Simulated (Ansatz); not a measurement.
Here is an Ansatz 0.2.0 calculation.

File input.yaml:

```yaml
crystal:
  lattice:
    - [2.76078, 0.0, 0.0]
    - [-1.38039, 2.3909, 0.0]
    - [0.0, 0.0, 11.34051]
  atoms:
    - { symbol: Ni, position: [0.0, 0.0, 0.70917], spin: 1.0, spin_axis: [0.0, 0.0, 1.0] }
    - { symbol: Mo, position: [0.66667, 0.33333, 0.29425], spin: 1.0, spin_axis: [0.0, 0.0, 1.0] }
    - { symbol: Pd, position: [0.66667, 0.33333, 0.89901] }
    - { symbol: Ir, position: [0.0, 0.0, 0.10604], spin: 0.6, spin_axis: [0.0, 0.0, 0.6] }
    - { symbol: W, position: [0.66667, 0.33333, 0.52921] }
hamiltonian:
  xc: pbe
  pseudopotentials: { kind: paw_fr }
magnetization:
  noncollinear: true
  spin_orbit: true
kpoints:
  mp_grid: { grid: [8, 8, 2] }
  band_path:
    path:
      - [[0.0, 0.0, 0.0], [0.5, 0.0, 0.0], [0.3333333333, 0.3333333333, 0.0], [0.0, 0.0, 0.0], [0.0, 0.0, 0.5], [0.5, 0.0, 0.5], [0.3333333333, 0.3333333333, 0.5], [0.0, 0.0, 0.5]]
      - [[0.5, 0.0, 0.5], [0.5, 0.0, 0.0]]
      - [[0.3333333333, 0.3333333333, 0.0], [0.3333333333, 0.3333333333, 0.5]]
    npoints: 14
scf:
  occupations: { method: fermi_dirac, width: 0.05 }
  n_extra_bands: 12
output:
  forces: true
  stress: true
  eigenvalues: true
  fatbands: true
```

Potentials or basis: Ansatz PAW.

Run with:

```bash
$ ansatz run input.yaml --threads 8 --pin off --max-ram 20480MiB --backend cpu --events-out ev --progress --plain --runs-dir out
```

Predict the band gap on the k mesh.

none (metal or under the smearing width).

Estimate the absolute moment.

0.00 μB per cell.

Estimate the net moment.

0.00 μB per cell.

Estimate the pressure.

0.3 GPa.

Levels at the corners of the path, in eV from the Fermi level:
| point | band 76 | band 77 | band 78 | band 79 | band 80 | band 81 | band 82 | band 83 |
| --- | --- | --- | --- | --- | --- | --- | --- | --- |
| Γ | -1.37 | -1.02 | -1.02 | -0.86 | -0.86 | -0.83 | -0.83 | -0.20 |
| M | -0.36 | -0.03 | -0.03 | 0.90 | 0.90 | 0.98 | 0.98 | 1.29 |
| K | -0.29 | -0.12 | -0.05 | -0.01 | 0.00 | 0.05 | 0.21 | 0.24 |
| Γ | -1.37 | -1.02 | -1.02 | -0.86 | -0.86 | -0.83 | -0.83 | -0.20 |
| A | -1.32 | -1.07 | -1.07 | -0.95 | -0.95 | -0.92 | -0.92 | -0.13 |
| L | -0.03 | 0.15 | 0.15 | 0.76 | 0.76 | 0.98 | 0.98 | 1.14 |
| H | -0.29 | -0.13 | -0.05 | 0.00 | 0.10 | 0.20 | 0.28 | 0.34 |
| A | -1.32 | -1.07 | -1.07 | -0.95 | -0.95 | -0.92 | -0.92 | -0.13 |
| L | -0.03 | 0.15 | 0.15 | 0.76 | 0.76 | 0.98 | 0.98 | 1.14 |
| M | -0.36 | -0.03 | -0.03 | 0.90 | 0.90 | 0.98 | 0.98 | 1.29 |
| K | -0.29 | -0.12 | -0.05 | -0.01 | 0.00 | 0.05 | 0.21 | 0.24 |
| H | -0.29 | -0.13 | -0.05 | 0.00 | 0.10 | 0.20 | 0.28 | 0.34 |

Caveat: the starting moments weren't kept; the thresholds are loose for stress.
